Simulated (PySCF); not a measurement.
# C3H6B2F2O: the cost of one run

Programs: PySCF 2.14.0, with routines of our own; each step states its level. All values are computed. Atoms count from 0.

## Step 1: The starting structure

14 atoms, charge 0, multiplicity 1; geometry from: GFN2-xTB.

## Step 2: Vibronic structure: TDDFT B3LYP/def2-SVP

What the job is given:

```
{"job": {"kind": "vib", "xc": "B3LYP", "basis": "def2-SVP", "tda": false}, "charge": 0, "multiplicity": 1}
B      3.231775     0.206614     0.619012
O      1.997582     0.204618     0.226934
B      0.750385     0.187869    -0.133193
C     -0.234543    -0.834762     0.557665
C     -1.559421    -0.737358     0.615670
C     -2.328007     0.412842     0.036889
F     -2.064384     1.573203     0.700482
F     -3.663097     0.211223     0.161925
H      3.562487     0.911885     1.504183
H      4.008889    -0.498233     0.078931
H      0.383113     0.918920    -0.982963
H      0.209234    -1.689775     1.054768
H     -2.179488    -1.462580     1.125986
H     -2.115203     0.595063    -1.028405
```

Method: TDDFT B3LYP/def2-SVP vertical-gradient vibronic structure (displaced harmonic oscillators, Condon), gas phase.

Launch:

```
$ OMP_NUM_THREADS=1 python excited_run.py task.json out
```

The driver reads the jobs from task.json and runs them one after another.

Q: Estimate the wall time and peak memory of this first job on 1 thread of AMD EPYC 9R45, shared host.

About 15 s, with a peak of 0.73 GiB.
